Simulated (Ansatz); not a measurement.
# C3H8BNO, SMILES CC#[N+][BH2-]OC: a geometry optimisation

Program: Ansatz 0.2.0 through its Python package.

At the Python prompt:
```pycon
>>> from dataclasses import dataclass
>>> import itertools
>>> import ansatz as az
>>> from ase.data import atomic_numbers, covalent_radii
>>> import numpy as np
>>> @dataclass
... class Options:
...     basis: str = "def2-SVP"
...     xc: str = "hf"
...
>>> settings = Options()
>>> GEOMETRY = """
... C     3.29560    0.10510    0.15940
... C     1.83780    0.08520    0.27830
... N     0.68450    0.06950    0.37220
... B    -0.79590    0.04930    0.49290
... O    -1.39180   -0.15490   -0.85440
... C    -2.79720   -0.17610   -0.75410
... H     3.59660   -0.39720   -0.78280
... H     3.65140    1.15590    0.14840
... H     3.74430   -0.42830    1.02250
... H    -1.10630   -0.84020    1.22650
... H    -1.15470    1.09000    0.95540
... H    -3.15010   -1.02170   -0.12040
... H    -3.19560    0.79280   -0.37520
... H    -3.21840   -0.32920   -1.76890
... """
>>> geometry = az.Crystal.molecule()
>>> for line in GEOMETRY.strip().splitlines():
...     symbol, *xyz = line.split()
...     geometry = geometry.atom(symbol, [float(v) for v in xyz])
...
>>> model = (
...     geometry.calculation()
...     .basis(gaussian=settings.basis)
...     .functional(settings.xc)
... )
>>> symbols = [site.symbol for site in geometry.cartesian_sites]
>>> start = np.array([site.position_ang for site in geometry.cartesian_sites], dtype=float)
>>> def progress(event):
...     if event["event"] == "relax_step":
...         row = event["data"]
...         print(f"step {row['step']:3d}  E = {row['lagrangian_ev']:.6f} eV  largest force component {row['allowed_force_max_ev_ang']:.4f} eV/A")
...
>>> summary = model.relax(force_tolerance=0.02, max_steps=100).session().plan().execute(on_event=progress).report
step   1  E = -7402.460609 eV  largest force component 7.2048 eV/A
step   2  E = -7402.836200 eV  largest force component 1.7526 eV/A
step   3  E = -7402.956573 eV  largest force component 0.7332 eV/A
step   4  E = -7402.980825 eV  largest force component 0.2854 eV/A
step   5  E = -7402.984080 eV  largest force component 0.0540 eV/A
step   6  E = -7402.984486 eV  largest force component 0.0108 eV/A
>>> end = np.array(summary["positions_ang"])
>>> for key in ("converged", "free_energy_ev", "reference_energy_ev", "n_frozen", "n_occupied", "n_virtual"):
...     print(f"{key:22s} {summary[key]}")
...
converged              True
free_energy_ev         -7402.984486404635
reference_energy_ev    -7402.984486404635
n_frozen               0
n_occupied             [23, 23]
n_virtual              [101, 101]
>>> # pairs closer than 1.2 times the sum of covalent radii, before or after
>>> radius = [covalent_radii[atomic_numbers[s]] for s in symbols]
>>> span = lambda where, i, j: np.linalg.norm(where[i] - where[j])
>>> bonded = [(i, j) for i, j in itertools.combinations(range(len(symbols)), 2) if min(span(start, i, j), span(end, i, j)) < 1.2 * (radius[i] + radius[j])]
>>> print("pair        before    after (A)")
pair        before    after (A)
>>> for i, j in bonded:
...     print(f"{symbols[i]}{i}-{symbols[j]}{j}".ljust(10), f"{span(start, i, j):8.4f} {span(end, i, j):8.4f}")
...
C0-C1        1.4628   1.4641
C0-H6        1.1093   1.0879
C0-H7        1.1095   1.0879
C0-H8        1.1094   1.0879
C1-N2        1.1572   1.1248
N2-B3        1.4854   1.6876
B3-O4        1.4873   1.4208
B3-H9        1.1940   1.2233
B3-H10       1.1940   1.2233
O4-C5        1.4091   1.3787
C5-H11       1.1141   1.0973
C5-H12       1.1140   1.0973
C5-H13       1.1094   1.0917
>>> charges = summary["charge_distribution"]
>>> dipole = np.array(charges["dipole_moment_e_ang"]) * 4.803205
>>> print("dipole (D): {:.3f} {:.3f} {:.3f}, length {:.3f}".format(*dipole, np.linalg.norm(dipole)))
dipole (D): 7.124 0.111 -0.460, length 7.140
>>> print("atom  Mulliken   Lowdin")
atom  Mulliken   Lowdin
>>> for symbol, m, l in zip(symbols, charges["mulliken_charges_e"], charges["lowdin_charges_e"]):
...     print(f"{symbol:4s} {m:9.3f} {l:8.3f}")
...
C        0.079    0.107
C       -0.086   -0.017
N       -0.042    0.305
B        0.410   -0.400
O       -0.532    0.033
C        0.277    0.129
H        0.109    0.039
H        0.106    0.038
H        0.106    0.038
H       -0.208   -0.092
H       -0.208   -0.092
H       -0.007   -0.027
H       -0.007   -0.027
H        0.005   -0.034
>>> with open("c3h8bno_opt.xyz", "w") as handle:
...     handle.write(f"{len(symbols)}\nrelaxed C3H8BNO\n")
...     handle.writelines(f"{s:2s} {x:11.6f} {y:11.6f} {z:11.6f}\n" for s, (x, y, z) in zip(symbols, end))
...
19
```

`c3h8bno_opt.xyz`, as written:
```text
14
relaxed C3H8BNO
C     3.304515    0.096197    0.094070
C     1.853562    0.088419    0.290026
N     0.738665    0.081605    0.438573
B    -0.934888    0.070612    0.655439
O    -1.413293   -0.131432   -0.667056
C    -2.779786   -0.189739   -0.840368
H     3.540219   -0.390957   -0.849664
H     3.661132    1.123767    0.073906
H     3.781269   -0.440932    0.911250
H    -1.093978   -0.852897    1.441770
H    -1.144969    1.169055    1.151252
H    -3.233461   -1.013790   -0.275419
H    -3.276326    0.737052   -0.526449
H    -3.002460   -0.346760   -1.897531
```

Total energies depend on the basis set; only differences at equal settings carry meaning. The end point is the stationary point reached from this start; no frequency run checks that it is a minimum, and the basis set is modest. The Löwdin charges here are taken after orthogonalising the functions within each atom; they differ from plain Löwdin charges, and their signs can be unphysical. Hardware and time: 21 s on 1 thread of Arm Neoverse V2, with other jobs on the host, peak memory 0.34 GiB.
